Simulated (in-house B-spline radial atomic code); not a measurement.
# Sm³¹⁺: parity violation, electron EDM and field shifts

Aim: for Sm³¹⁺, one electron outside the core [Ar] 3d10 4s2, the dipole amplitudes that the weak charge of the nucleus induces, the enhancement of an electron EDM and the field-shift constants, at three levels.

The numbers are computed with an in-house B-spline radial atomic code, version 1 (Dirac-Hartree-Fock, RPA and Brueckner orbitals, sums over states, B-spline basis), except any that are marked as measured or tabulated.

## 1. The atom as given

```
element     : samarium (Z = 62)
charge      : +31
closed core : [Ar] 3d10 4s2
nucleus     : mass number 152, rms radius 5.082 fm
```

## 2. The run and its levels

Settings:

```ini
basis_form = 2
Z = 62
core_configuration = [Ar] 3d10 4s2
rms_radius = 5.0819
mass_number = 152
speed_of_light = 137.035999084
box_radius = 2.188
lmax = 6
intervals = 56
virtual_cutoff = 7688.0
```

The run is started by

```bash
$ python run_mb.py task.json out
```

Further steps of the session: Parity-violating amplitudes; Electron EDM and scalar-pseudoscalar coupling; Response to the nuclear radius.

Before running it: what results should come out? Wanted: E1; EDM enhancement, 5s1/2; atomic EDM per C_SP and nucleon, 5s1/2; field shift, 5s1/2.

**Answer**, as computed:

```
                               quantity                    value
E1 (6s1/2 – 5s1/2) per unit weak charge  0.004838 × 10⁻¹¹ e bohr
                 EDM enhancement, 5s1/2                    135.0
 atomic EDM per C_SP and nucleon, 5s1/2     -0.6602 × 10⁻²⁰ e cm
                     field shift, 5s1/2            236.5 GHz/fm²
```

**Reading.** The 6s1/2 – 5s1/2 amplitude changes by -5.5 % from DHF to RPA and by +0.64 % more on Brueckner orbitals. The EDM enhancement of 5s1/2 is 135, so in that state the EDM exceeds the electron's own. It is not the lowest valence state computed (4p1/2). These effects come from s and p1/2 electrons at the nucleus and grow steeply with Z. 4p3/2 has no density at the nucleus, so its DHF field shift is near zero; the RPA value, -39.7 GHz/fm², comes from the core's response and has the opposite sign to that of the s states. Breit, QED, the neutron skin and higher orders are left out.
